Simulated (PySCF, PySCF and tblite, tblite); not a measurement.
# TMS-CH2F (C4H11FSi): conformers and averaged spectra

Which conformers does TMS-CH2F (C4H11FSi) (`C[Si](C)(C)CF`) populate, and what do their averaged NMR parameters look like?

Programs: PySCF 2.14.0 with density-fitted response routines of our own, and tblite 0.8.0. All values are computed, except where a source is named. Atoms count from 0 throughout.

## (1) The starting structure

17 atoms, charge 0, multiplicity 1; geometry from: MMFF94s geometry.

Bonds of the start (Å): C0–H6 1.10, C0–H7 1.09, C0–H8 1.09, C0–Si1 1.87, C2–H10 1.09, C2–H11 1.10, C2–H9 1.09, C3–H12 1.09, C3–H13 1.08, C3–H14 1.10, C4–F5 1.36, C4–H15 1.10, C4–H16 1.09, Si1–C2 1.87, Si1–C3 1.88, Si1–C4 1.88.

## (2) GFN2-xTB relaxation, conformer 1

The job: settings as JSON, then the geometry in Å.

```
{"job": {"xc": "GFN2-xTB", "basis": "xTB", "kind": "relax"}, "charge": 0, "multiplicity": 1}
C      0.571100     1.010600    -1.468300
Si    -0.011000    -0.008800    -0.012600
C     -1.638500    -0.828800    -0.419300
C     -0.238500     1.111300     1.478800
C      1.257300    -1.332100     0.387300
F      2.433900    -0.723600     0.678400
H     -0.172600     1.790400    -1.709200
H      0.702100     0.388100    -2.347500
H      1.521100     1.499600    -1.247100
H     -1.546700    -1.480500    -1.288800
H     -2.008800    -1.428800     0.416200
H     -2.408300    -0.072000    -0.649000
H      0.698600     1.596000     1.761500
H     -0.976900     1.877700     1.274800
H     -0.581400     0.535900     2.354600
H      0.961500    -1.936200     1.252600
H      1.429900    -1.986600    -0.472100
```

Command:

```sh
$ OMP_NUM_THREADS=1 python ens_run.py task.json out
```

The driver reads the study from task.json and runs its stages one after another.

The log of the run:

```text
step      E/eV     max force
  0    -560.62614    1.045
  1    -560.67934    0.449
  2    -560.69459    0.231
  3    -560.70725    0.266
  4    -560.72281    0.364
  5    -560.73498    0.424
  6    -560.74243    0.284
  7    -560.74566    0.094
  8    -560.74688    0.076
  9    -560.74744    0.068
 10    -560.74769    0.044
 11    -560.74777    0.018
 12    -560.74777    0.018
 13    -560.74781    0.016
 14    -560.74803    0.031
 15    -560.74814    0.036
 16    -560.74840    0.039
 17    -560.74869    0.039
 18    -560.74905    0.041
 19    -560.74930    0.035
 20    -560.74944    0.027
 21    -560.74952    0.019
 22    -560.74961    0.025
 23    -560.74970    0.033
 24    -560.74980    0.033
 25    -560.74987    0.018
 26    -560.74990    0.012
 27    -560.74992    0.009
 28    -560.74993    0.010
 29    -560.74994    0.006
 30    -560.74994    0.005
 31    -560.74995    0.007
 32    -560.74996    0.010
 33    -560.74997    0.011
 34    -560.74998    0.010
 35    -560.75001    0.016
 36    -560.75005    0.020
 37    -560.75010    0.021
 38    -560.75016    0.023
 39    -560.75021    0.016
 40    -560.75025    0.014
 41    -560.75030    0.020
 42    -560.75037    0.033
 43    -560.75047    0.039
 44    -560.75055    0.027
 45    -560.75059    0.010
 46    -560.75059    0.006
 47    -560.75060    0.005
 48    -560.75060    0.004
 49    -560.75060    0.004
 50    -560.75061    0.004
 51    -560.75061    0.005
 52    -560.75061    0.005
 53    -560.75062    0.006
 54    -560.75063    0.007
 55    -560.75063    0.006
 56    -560.75064    0.006
 57    -560.75064    0.006
 58    -560.75065    0.005
 59    -560.75065    0.005
 60    -560.75066    0.005
 61    -560.75066    0.004
```

Wall time 0.36 s (1 thread of Arm Neoverse V1, shared host).

The energy fell by 0.125 eV, and the atoms moved 0.07 Å (root mean square).

## (3) Shieldings, conformer 1: PBE0/pcSseg-1

The job: settings as JSON, then the geometry in Å.

```
{"job": {"xc": "PBE0", "basis": "pcSseg-1", "kind": "nmr", "pop": true}, "charge": 0, "multiplicity": 1}
C      0.575778     1.038180    -1.506044
Si    -0.053270     0.031584    -0.016096
C     -1.680359    -0.871660    -0.430311
C     -0.248066     1.134709     1.524674
C      1.263632    -1.324434     0.386410
F      2.477416    -0.737241     0.697422
H     -0.084826     1.871320    -1.727177
H      0.644370     0.426534    -2.401365
H      1.563999     1.444220    -1.310361
H     -1.566811    -1.528913    -1.287146
H     -2.026686    -1.476220     0.402537
H     -2.466372    -0.161715    -0.666600
H      0.709851     1.543803     1.832506
H     -0.915458     1.969326     1.331556
H     -0.652529     0.579094     2.366142
H      0.993701    -1.935582     1.251000
H      1.458634    -1.990976    -0.457055
```

The log of the run:

```text
coarse grid: 13880 points
cycle   1  E = -547.8245373542  dE =  1.828e-01  |g| = 6.360e-01  |ddm| = 3.446e+00
cycle   2  E = -547.7944071083  dE =  3.013e-02  |g| = 7.728e-01  |ddm| = 1.021e+00
cycle   3  E = -547.9108679063  dE = -1.165e-01  |g| = 8.035e-02  |ddm| = 5.687e-01
cycle   4  E = -547.9119077668  dE = -1.040e-03  |g| = 2.722e-02  |ddm| = 6.297e-02
cycle   5  E = -547.9120492915  dE = -1.415e-04  |g| = 3.458e-03  |ddm| = 2.041e-02
cycle   6  E = -547.9120515174  dE = -2.226e-06  |g| = 1.433e-03  |ddm| = 4.243e-03
final grid: 127456 points
cycle   7  E = -547.9533577081  dE = -3.395e-05  |g| = 9.104e-03  |ddm| = 2.219e-02
cycle   8  E = -547.9533512774  dE =  6.431e-06  |g| = 1.084e-02  |ddm| = 1.457e-02
cycle   9  E = -547.9533774397  dE = -2.616e-05  |g| = 9.874e-04  |ddm| = 7.654e-03
cycle  10  E = -547.9533775783  dE = -1.386e-07  |g| = 2.234e-04  |ddm| = 7.847e-04
cycle  11  E = -547.9533775856  dE = -7.264e-09  |g| = 4.056e-05  |ddm| = 1.441e-04
cycle  12  E = -547.9533775859  dE = -2.934e-10  |g| = 1.778e-05  |ddm| = 4.848e-05
converged SCF energy = -547.9533775859

GIAO shielding tensors (ppm)
atom      isotropic    diamagn.    paramagn.     s11        s22        s33       span
  0 C      190.322     254.316     -63.994    184.319    189.493    197.152     12.833
  1 Si     351.216     880.356    -529.141    335.859    346.749    371.040     35.181
  2 C      190.796     255.192     -64.396    185.868    191.195    195.325      9.457
  3 C      190.341     254.311     -63.970    184.322    189.515    197.187     12.865
  4 C      105.056     250.074    -145.019     56.964     84.083    174.119    117.155
  5 F      480.163     473.573       6.590    432.173    483.585    524.731     92.557
  6 H       31.704      31.160       0.544     27.295     29.140     38.677     11.382
  7 H       31.684      31.269       0.414     27.314     28.640     39.098     11.783
  8 H       31.212      31.075       0.137     26.593     29.009     38.033     11.440
  9 H       31.887      31.463       0.424     27.252     29.271     39.136     11.884
 10 H       31.886      31.462       0.424     27.250     29.269     39.139     11.889
 11 H       31.693      31.334       0.359     27.444     29.014     38.621     11.177
 12 H       31.212      31.077       0.135     26.594     29.010     38.032     11.438
 13 H       31.707      31.163       0.544     27.295     29.142     38.684     11.389
 14 H       31.685      31.273       0.413     27.316     28.638     39.102     11.786
 15 H       27.033      30.735      -3.702     22.558     27.777     30.763      8.205
 16 H       27.033      30.736      -3.703     22.557     27.779     30.764      8.207
```

Wall time 18 s (1 thread of Arm Neoverse V1, shared host).

This run: HOMO -7.93 eV, LUMO 1.12 eV; dipole 1.94 D.

## (4) Boltzmann average: properties at PBE0/pcSseg-1

The job: settings as JSON, then the geometry in Å.

```
{"job": {"study": "conf", "smiles": "C[Si](C)(C)CF", "search": {"seed": 9712, "n_embed": 60, "ff_keep": 14, "window": 1.5, "nmax": 10, "temps": [100, 298.15, 350, 400, 500], "t_ref": 298.15, "order": 0.002, "w0": 50.0}, "level": {"nmr": {"xc": "PBE0", "basis": "pcSseg-1"}}, "kind": "conf"}, "charge": 0, "multiplicity": 1}
C      0.575778     1.038180    -1.506044
Si    -0.053270     0.031584    -0.016096
C     -1.680359    -0.871660    -0.430311
C     -0.248066     1.134709     1.524674
C      1.263632    -1.324434     0.386410
F      2.477416    -0.737241     0.697422
H     -0.084826     1.871320    -1.727177
H      0.644370     0.426534    -2.401365
H      1.563999     1.444220    -1.310361
H     -1.566811    -1.528913    -1.287146
H     -2.026686    -1.476220     0.402537
H     -2.466372    -0.161715    -0.666600
H      0.709851     1.543803     1.832506
H     -0.915458     1.969326     1.331556
H     -0.652529     0.579094     2.366142
H      0.993701    -1.935582     1.251000
H      1.458634    -1.990976    -0.457055
```

The log of the run:

```text
conformer  sym    E(xTB)   E(DFT)   G(298.15 K)  weight  dipole/D
    1     Cs      0.000    0.000    0.000   1.0000    1.935

mean shielding (ppm) by class
class atoms           100 K   298.15 K      350 K      400 K      500 K
  0 C  0,2,3        190.486    190.486    190.486    190.486    190.486
  1 Si 1            351.216    351.216    351.216    351.216    351.216
  2 C  4            105.055    105.055    105.055    105.055    105.055
  3 F  5            480.163    480.163    480.163    480.163    480.163
  4 H  6,7,8          31.63      31.63      31.63      31.63      31.63
  5 H  15,16         27.033     27.033     27.033     27.033     27.033
```

Wall time 19 s (1 thread of Arm Neoverse V1, shared host). This counts the runs that the step sums up.

The search (ETKDG and KDG, MMFF94s, GFN2-xTB) embedded 60 structures, kept 1 distinct ones after the force field and 1 after xTB; 1 was carried on (window 1.5 kcal/mol at the search's own energies). Energies: PBE0/pcSseg-1 with D3(BJ).

The conformers at 298 K:

```csv
no.,group,mirror pair,ΔE xTB,ΔE DFT,ΔG,weight (%),μ (D),C0–Si1–C4–F5 (°),"A, B, C (GHz)"
1,Cs,no,0.00,0.00,0.00,100.0,1.94,60,"2.97, 1.82, 1.82"
```

Energies in kcal/mol. ΔG holds xTB vibrations and rotation, symmetry numbers and mirror pairs.

Shifts against references run at the same level (19F CFCl3 170.9, 1H TMS 31.72, 13C TMS 186.9, 29Si TMS 349.2 ppm of shielding), by class of atoms, at 298 K:

```csv
atoms,environment,average,measured
C4,sp3 CH2 bonded to F and Si,81.9,–
"C0, C2, C3",methyl carbon bonded to Si,-3.6,–
"H15, H16",hydrogen on an sp3 CH2 bonded to F and Si,4.68,–
"H6, H7, H8 and 6 more",hydrogen on a methyl carbon bonded to Si,0.09,–
Si1,silicon bonded to 4 C,-2.1,–
F5,fluorine on an sp3 carbon,-309.2,-277.0
```

Measured: G. Saielli, R. Bini, A. Bagno, Computational 19F NMR. 2. Organic compounds, RSC Adv. 2014, ESI (exp. from Berger-Braun-Kalinowski 1994 and Everett 1995).

Effective distances for nuclear Overhauser effects, ⟨r⁻⁶⟩^(−1/6) over all pairs of two classes (Å): H6···H15 3.70.

## (5) Shieldings, conformer 1: PBE0/pcSseg-1 in water

The job: settings as JSON, then the geometry in Å.

```
{"job": {"xc": "PBE0", "basis": "pcSseg-1", "solvent": "water", "kind": "nmr", "pop": false}, "charge": 0, "multiplicity": 1}
C      0.591356     0.988663    -1.495636
Si    -0.064477    -0.023982    -0.017228
C     -1.747321    -0.831370    -0.449369
C     -0.231157     1.085313     1.526450
C      1.270515    -1.349987     0.388469
F      2.345950    -0.485038     0.653444
H     -0.056055     1.835578    -1.750301
H      0.688938     0.396911    -2.412939
H      1.582726     1.413573    -1.302715
H     -1.689229    -1.494249    -1.320095
H     -2.148511    -1.440672     0.368402
H     -2.523016    -0.093835    -0.683787
H      0.728189     1.513790     1.837326
H     -0.904364     1.935430     1.367241
H     -0.621366     0.550938     2.400130
H      1.154323    -1.967354     1.289598
H      1.616502    -2.021679    -0.408901
```

The log of the run:

```text
coarse grid: 13880 points
cycle   1  E = -547.8305980145  dE =  1.100e-01  |g| = 6.208e-01  |ddm| = 3.432e+00
cycle   2  E = -547.8023470639  dE =  2.825e-02  |g| = 7.500e-01  |ddm| = 9.519e-01
cycle   3  E = -547.9117142145  dE = -1.094e-01  |g| = 7.409e-02  |ddm| = 5.298e-01
cycle   4  E = -547.9125932827  dE = -8.791e-04  |g| = 2.620e-02  |ddm| = 5.803e-02
cycle   5  E = -547.9127225956  dE = -1.293e-04  |g| = 3.420e-03  |ddm| = 1.836e-02
cycle   6  E = -547.9127248175  dE = -2.222e-06  |g| = 1.381e-03  |ddm| = 3.824e-03
final grid: 127456 points
cycle   7  E = -547.9545123995  dE = -2.947e-05  |g| = 9.016e-03  |ddm| = 2.126e-02
cycle   8  E = -547.9545059887  dE =  6.411e-06  |g| = 1.085e-02  |ddm| = 1.411e-02
cycle   9  E = -547.9545316318  dE = -2.564e-05  |g| = 9.984e-04  |ddm| = 7.368e-03
cycle  10  E = -547.9545317746  dE = -1.428e-07  |g| = 2.151e-04  |ddm| = 7.567e-04
cycle  11  E = -547.9545317814  dE = -6.786e-09  |g| = 4.285e-05  |ddm| = 1.448e-04
cycle  12  E = -547.9545317818  dE = -3.434e-10  |g| = 1.620e-05  |ddm| = 4.733e-05
converged SCF energy = -547.9545317818

GIAO shielding tensors (ppm)
atom      isotropic    diamagn.    paramagn.     s11        s22        s33       span
  0 C      189.428     253.817     -64.389    183.218    187.610    197.457     14.239
  1 Si     352.312     879.120    -526.808    330.159    353.069    373.708     43.549
  2 C      189.106     254.281     -65.175    184.516    187.532    195.270     10.755
  3 C      189.432     253.821     -64.389    183.224    187.610    197.461     14.236
  4 C      101.684     252.103    -150.419     57.181     74.115    173.755    116.574
  5 F      481.213     475.931       5.282    427.415    484.900    531.325    103.909
  6 H       31.362      30.723       0.639     27.005     28.711     38.370     11.365
  7 H       31.309      30.692       0.617     26.991     28.047     38.889     11.899
  8 H       31.142      30.861       0.281     26.426     29.210     37.791     11.365
  9 H       31.444      30.666       0.778     26.770     28.807     38.756     11.986
 10 H       31.444      30.667       0.777     26.769     28.806     38.756     11.987
 11 H       31.362      30.717       0.645     27.214     28.654     38.219     11.005
 12 H       31.143      30.863       0.280     26.426     29.211     37.792     11.366
 13 H       31.363      30.724       0.638     27.006     28.712     38.370     11.364
 14 H       31.308      30.694       0.614     26.990     28.047     38.889     11.899
 15 H       26.500      30.201      -3.702     22.759     26.101     30.640      7.882
 16 H       26.500      30.200      -3.700     22.759     26.101     30.640      7.882
```

It took 17 s on 1 thread of Arm Neoverse V1, shared host.

In short: HOMO -8.06 eV, LUMO 1.40 eV; dipole 2.17 D.

## (6) Averages: properties at PBE0/pcSseg-1 in water

The job: settings as JSON, then the geometry in Å.

```
{"job": {"study": "conf", "smiles": "C[Si](C)(C)CF", "search": {"seed": 9712, "n_embed": 60, "ff_keep": 14, "window": 1.5, "nmax": 10, "temps": [100, 298.15, 350, 400, 500], "t_ref": 298.15, "order": 0.002, "w0": 50.0}, "level": {"nmr": {"xc": "PBE0", "basis": "pcSseg-1", "solvent": "water"}, "alter": {"geometry": "GFN1-xTB"}, "change": "PBE0/pcSseg-1; solvent water; GFN1-xTB geometries", "top": 4}, "kind": "conf"}, "charge": 0, "multiplicity": 1}
C      0.591356     0.988663    -1.495636
Si    -0.064477    -0.023982    -0.017228
C     -1.747321    -0.831370    -0.449369
C     -0.231157     1.085313     1.526450
C      1.270515    -1.349987     0.388469
F      2.345950    -0.485038     0.653444
H     -0.056055     1.835578    -1.750301
H      0.688938     0.396911    -2.412939
H      1.582726     1.413573    -1.302715
H     -1.689229    -1.494249    -1.320095
H     -2.148511    -1.440672     0.368402
H     -2.523016    -0.093835    -0.683787
H      0.728189     1.513790     1.837326
H     -0.904364     1.935430     1.367241
H     -0.621366     0.550938     2.400130
H      1.154323    -1.967354     1.289598
H      1.616502    -2.021679    -0.408901
```

The log of the run:

```text
conformer  sym    E(xTB)   E(DFT)   G(298.15 K)  weight  dipole/D
    1     Cs      0.000    0.000    0.000   1.0000    2.166

mean shielding (ppm) by class
class atoms           100 K   298.15 K      350 K      400 K      500 K
  0 C  0,2,3        189.322    189.322    189.322    189.322    189.322
  1 Si 1            352.312    352.312    352.312    352.312    352.312
  2 C  4            101.684    101.684    101.684    101.684    101.684
  3 F  5            481.213    481.213    481.213    481.213    481.213
  4 H  6,7,8          31.32      31.32      31.32      31.32      31.32
  5 H  15,16           26.5       26.5       26.5       26.5       26.5
```

It took 17 s on 1 thread of Arm Neoverse V1, shared host. This counts the runs that the step sums up.

Against the first level, at 298 K (shieldings, ppm; largest changes first):

```csv
atoms,PBE0/pcSseg-1,PBE0/pcSseg-1 in water,change
C4,105.1,101.7,-3.4
"C0, C2, C3",190.5,189.3,-1.2
Si1,351.2,352.3,+1.1
F5,480.2,481.2,+1.1
"H15, H16",27.03,26.50,-0.53
"H6, H7, H8 and 6 more",31.63,31.32,-0.31
```

Weights: from PBE0/pcSseg-1 energies 1: 100 %; from PBE0/pcSseg-1 in water energies 1: 100 % (with a dispersion term where the level has one and the same thermal terms, so they don't follow from the SCF energies alone). Times: 19 s and 17 s.

## (7) What came out

| quantity | value |
| --- | --- |
| conformers | 1; the first in weight is no. 1 (Cs), 100 % at 298 K |
| root-mean-square dipole | 1.94 D |
| averaged 13C shifts (PBE0/pcSseg-1) | 81.9, -3.6 ppm |
| averaged 1H shifts (PBE0/pcSseg-1) | 4.68, 0.09 ppm |
| averaged 19F shifts (PBE0/pcSseg-1) | -309.2 ppm |

What this shows: The search found one conformer in the window, so the averages are its own values. Against 1 measured 19F shift the average misses by 32.2 ppm. Vibration and solvent are missing from the shifts, so part of that gap is not the functional's. Going from PBE0/pcSseg-1 to PBE0/pcSseg-1 in water moves C4 most, by 3.4 ppm of raw shielding (the geometries differ too).
